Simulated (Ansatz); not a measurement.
# TiCH2+ (doublet): from Hartree-Fock to the top rungs at a displaced geometry (v2), def2-SVP

One table from this session's results is given with a row withheld; the runs are named, their logs left out.

The runs use Ansatz 0.2.0, Gaussian basis; def2-SVP, core rule «outside noble gas», up to 10 orbitals frozen.

Plan: UHF; CCSD(T) on ROHF; CCSD(T) on UHF; CISD as a restricted active space (open shells left free, so some higher excitations enter); CCSDT(Q) on ROHF; CCSDT(Q) on UHF; CASSCF and MRCISD+Q, 9 electrons in 9 orbitals; CASSCF and NEVPT2, 9 electrons in 9 orbitals.

11 further runs of the same task are left out: 5 that didn't finish, 6 set aside as unsound or not needed. Runs told in other sessions of the task aren't counted.

### The geometry

The geometry is a PBE0/def2-TZVP stationary point (not a proven minimum) with its atoms shifted at random (size 0.100 Å).

4 atoms, charge 1, spin multiplicity 2.

Atoms are counted from 1 here; the program's logs count them from 0.

Bond lengths: Ti1–C2 1.857 Å, C2–H3 1.129 Å, C2–H4 1.029 Å. Angles: Ti1–C2–H3 122.1°, Ti1–C2–H4 124.4°, H3–C2–H4 110.3°.

As a file:

```
Ti    0.0335    0.0001    0.4388
C    -0.1314    0.0084   -1.4107
H    -0.0547   -0.9365   -2.0236
H     0.0284    0.8332   -2.0054
```

Set-up of the first run:

File in.yaml:

```yaml
crystal:
  periodic: [false, false, false]
  atoms:
    - {symbol: Ti, position_ang: [0.033516, 0.000058, 0.438802]}
    - {symbol: C, position_ang: [-0.131359, 0.008432, -1.410666]}
    - {symbol: H, position_ang: [-0.054738, -0.936475, -2.023642]}
    - {symbol: H, position_ang: [0.028370, 0.833222, -2.005428]}
basis:
  gaussian: {orbitals: def2-SVP}
total_charge: 1
magnetization: {spin_polarized: true, initial_magnetization: 1}
hamiltonian: {xc: hf}
output: {orbitals: {seedname: orbitals}}
```

Run with:

```sh
ansatz run in.yaml --threads 1 --pin off --events-out ev --progress --plain --max-ram 2393MiB
```

Steps of the session up to this table: UHF; CCSD(T) on ROHF; CCSD(T) on UHF; CISD as a restricted active space (open shells left free, so some higher excitations enter); CCSDT(Q) on ROHF; CCSDT(Q) on UHF; CASSCF and MRCISD+Q, 9 electrons in 9 orbitals; CASSCF and NEVPT2, 9 electrons in 9 orbitals.

One table of the session follows, with a row left open; its other results are not shown here.

It belongs to the step «Misses and costs». 

| method | from RCCSDT(Q) (meV) |
| --- | --- |
| ROHF | +7145.5 |
| RMP2 | +1252.1 |
| UMP2 | +1975.2 |
| RCCSD | +493.4 |
| UCCSD | +522.8 |
| RCCSD(T) | +92.2 |
| UCCSD(T) | +136.3 |
| RCCSDT | +37.8 |
| UCCSDT | +24.0 |
| RCCSDT(Q) | 0 |
| UCCSDT(Q) | -51.1 |
| CASSCF frontier | +3407.1 |
| NEVPT2 frontier | ? |
| MRCISD frontier | +218.8 |
| MRCISD+Q frontier | +36.5 |

Estimate the missing values for NEVPT2 frontier.

The run gave: from RCCSDT(Q) (meV): +863.9. In the column «from RCCSDT(Q) (meV)» it lies between UCCSD (+522.8) and RMP2 (+1252.1).

Not comparable, so not listed: CISD as a restricted active space (open shells left free, so some higher excitations enter) (they don't share determinant, frozen orbitals or solution with the rows shown, or repeat one).

Limits of these values: The determinant of HF (⟨S²⟩ 1.61) is far from a pure spin state, so its energy mixes those of several spin states; that is harmless only where they are near-degenerate. The determinant of CCSD(T) (⟨S²⟩ 1.53) is far from a pure spin state, so its energy mixes those of several spin states; high orders of coupled cluster remove much of that, low ones don't. The determinant of CCSDT(Q) (⟨S²⟩ 1.53) is far from a pure spin state, so its energy mixes those of several spin states; high orders of coupled cluster remove much of that, low ones don't. Left out of the table: UHF (another determinant or state than the rows shown). Warnings: spin contamination; coupled cluster took another determinant than the lowest; large T1 diagnostic. Restricted and unrestricted rows rest on different reference determinants; a gap between their highest levels can come from leftover correlation error, from unlike frozen cores or from another state.
